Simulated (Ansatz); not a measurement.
# H10O2Si4: the cost of one run

Program: Ansatz 0.2.0. Level of theory: DFT B3LYP, Gaussian basis def2-tzvp. These are calculated values, not measurements.

## 1. The starting structure

Bond lengths (14 of 15 bonds, heavy atoms first): Si1–O3 1.650 Å, O3–Si4 1.650 Å, Si1–O8 1.650 Å, O8–Si9 1.650 Å, Si1–Si13 2.350 Å, Si1–H2 1.480 Å, Si4–H5 1.486 Å, Si4–H6 1.486 Å, Si4–H7 1.486 Å, Si9–H10 1.486 Å, Si9–H11 1.486 Å, Si9–H12 1.486 Å, Si13–H14 1.486 Å, Si13–H15 1.486 Å. Angles (14 of 26 angles, heavy atoms first): O3–Si1–O8 109.5°, O3–Si1–Si13 109.5°, O8–Si1–Si13 109.5°, Si1–O3–Si4 143.1°, Si1–O8–Si9 143.1°, H2–Si1–O3 109.5°, H2–Si1–O8 109.5°, H2–Si1–Si13 109.5°, O3–Si4–H5 109.5°, O3–Si4–H6 109.5°, O3–Si4–H7 109.5°, O8–Si9–H10 109.5°, O8–Si9–H11 109.5°, O8–Si9–H12 109.5°.

Coordinates:

```xyz
16

Si    0.0000    0.0000    0.0000
H     0.8545    0.8545    0.8545
O     0.9526   -0.9526   -0.9526
Si    2.4735   -1.5768   -1.0939
H     2.4680   -2.9987   -0.6637
H     2.9153   -1.4908   -2.5097
H     3.4083   -0.8044   -0.2357
O    -0.9526    0.9526   -0.9526
Si   -1.4501    1.1856   -2.5085
H    -0.3866    0.7337   -3.4422
H    -2.6890    0.4038   -2.7554
H    -1.7228    2.6288   -2.7312
Si   -1.3568   -1.3568    1.3568
H    -2.7834   -1.0000    1.1460
H    -1.1464   -2.7834    0.9996
H    -1.0002   -1.1458    2.7834
```

## 2. Relaxing the atoms: H10O2Si4

input.yaml reads:

```yaml
relax:
  f_tol: 0.001
  max_steps: 200
crystal:
  periodic: [false, false, false]
  atoms:
    - { symbol: Si, position_ang: [0.0, 0.0, 0.0] }
    - { symbol: H, position_ang: [0.85448, 0.85448, 0.85448] }
    - { symbol: O, position_ang: [0.95263, -0.95263, -0.95263] }
    - { symbol: Si, position_ang: [2.47347, -1.57678, -1.09394] }
    - { symbol: H, position_ang: [2.46801, -2.99869, -0.66368] }
    - { symbol: H, position_ang: [2.91532, -1.49079, -2.5097] }
    - { symbol: H, position_ang: [3.40831, -0.80439, -0.23575] }
    - { symbol: O, position_ang: [-0.95263, 0.95263, -0.95263] }
    - { symbol: Si, position_ang: [-1.45014, 1.18555, -2.5085] }
    - { symbol: H, position_ang: [-0.38665, 0.7337, -3.44221] }
    - { symbol: H, position_ang: [-2.68905, 0.40379, -2.75537] }
    - { symbol: H, position_ang: [-1.72279, 2.62883, -2.73124] }
    - { symbol: Si, position_ang: [-1.35677, -1.35677, 1.35677] }
    - { symbol: H, position_ang: [-2.78341, -0.99998, 1.14601] }
    - { symbol: H, position_ang: [-1.14642, -2.78337, 0.99961] }
    - { symbol: H, position_ang: [-1.00018, -1.1458, 2.78342] }
basis:
  gaussian: { orbitals: def2-tzvp }
hamiltonian:
  xc: { name: B3LYP }
```

On the command line:

```console
$ ansatz run input.yaml --threads 8 --pin off --max-ram 8192MiB --backend cpu --events-out ev --progress --plain --runs-dir out
```

What time and memory should one allow on 8 threads of Arm Neoverse N1, shared host?

About 6.9 min, with a peak of 1.1 GiB.
